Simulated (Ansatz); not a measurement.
Below is the output of a Python script on Ansatz 0.2.0 through its Python package that makes a geometry optimisation of C3H6AsN, SMILES CC([AsH2])C#N. Write a script that gives it. Use: CAM-B3LYP, def2-SVP basis, multiplicity 1.

```xyz
11

C    -0.9307   -0.3421    0.5405
C    -0.0815    0.3855   -0.4996
As    1.5792   -0.6150   -0.8927
C     0.2704    1.7269   -0.0209
N     0.5477    2.7853    0.3565
H    -1.8664    0.2252    0.7349
H    -0.3742   -0.4548    1.4956
H    -1.2092   -1.3493    0.1658
H    -0.6628    0.4845   -1.4404
H     1.8979   -0.8684    0.6176
H     0.8296   -1.9777   -1.0573
```

`python c3h6asn_opt.py` gives:
```text
reference energy    -65529.031907 eV
total energy        -65529.031907 eV
occupied orbitals outside the frozen core (up, down): [32, 32]  frozen: 0  virtual: [86, 86]
pair        before    after (A)
C0-C1        1.5272   1.5301
C0-H5        1.1114   1.1006
C0-H6        1.1111   1.0992
C0-H7        1.1101   1.0984
C1-As2       1.9782   2.0107
C1-C3        1.4671   1.4598
C1-H8        1.1103   1.1016
As2-H9       1.5642   1.5223
As2-H10      1.5640   1.5239
C3-N4        1.1574   1.1538
```

One script that gives this output:

Script `c3h6asn_opt.py`:
```python
# -*- coding: utf-8 -*-
"""Relax the C3H6AsN molecule."""

import itertools
import warnings

import ansatz as az
from ase.data import atomic_numbers, covalent_radii
import numpy as np

warnings.simplefilter("ignore", az.DeckWarning)

geometry_ang = [
    ("C", (-0.9307, -0.3421, 0.5405)),
    ("C", (-0.0815, 0.3855, -0.4996)),
    ("As", (1.5792, -0.615, -0.8927)),
    ("C", (0.2704, 1.7269, -0.0209)),
    ("N", (0.5477, 2.7853, 0.3565)),
    ("H", (-1.8664, 0.2252, 0.7349)),
    ("H", (-0.3742, -0.4548, 1.4956)),
    ("H", (-1.2092, -1.3493, 0.1658)),
    ("H", (-0.6628, 0.4845, -1.4404)),
    ("H", (1.8979, -0.8684, 0.6176)),
    ("H", (0.8296, -1.9777, -1.0573)),
]
mol = az.Crystal.molecule()
for symbol, xyz in geometry_ang:
    mol = mol.atom(symbol, xyz)

base = mol.calculation()
base = base.basis(gaussian="def2-SVP").functional("cam_b3lyp")
symbols = [site.symbol for site in mol.cartesian_sites]
start = np.array([site.position_ang for site in mol.cartesian_sites], dtype=float)
rep = base.relax(force_tolerance=0.02, max_steps=100).run().report
end = np.array(rep["positions_ang"])

print("reference energy %16.6f eV" % rep["reference_energy_ev"])
print("total energy     %16.6f eV" % rep["free_energy_ev"])
print("occupied orbitals outside the frozen core (up, down):", rep["n_occupied"], " frozen:", rep["n_frozen"], " virtual:", rep["n_virtual"])

# pairs closer than 1.2 times the sum of covalent radii, before or after
radius = [covalent_radii[atomic_numbers[s]] for s in symbols]
span = lambda where, i, j: np.linalg.norm(where[i] - where[j])
bonded = [(i, j) for i, j in itertools.combinations(range(len(symbols)), 2) if min(span(start, i, j), span(end, i, j)) < 1.2 * (radius[i] + radius[j])]
print("pair        before    after (A)")
for i, j in bonded:
    print(f"{symbols[i]}{i}-{symbols[j]}{j}".ljust(10), f"{span(start, i, j):8.4f} {span(end, i, j):8.4f}")
with open("c3h6asn_opt.xyz", "w") as handle:
    handle.write(f"{len(symbols)}\nrelaxed C3H6AsN\n")
    handle.writelines(f"{s:2s} {x:11.6f} {y:11.6f} {z:11.6f}\n" for s, (x, y, z) in zip(symbols, end))
```

Caveats:
- Total energies depend on the basis set; only differences at equal settings carry meaning.
- The end point is the stationary point reached from this start; no frequency run checks that it is a minimum, and the basis set is modest.
- Hardware and time: 37 s on 1 thread of Arm Neoverse V2, with other jobs on the host, peak memory 0.43 GiB.
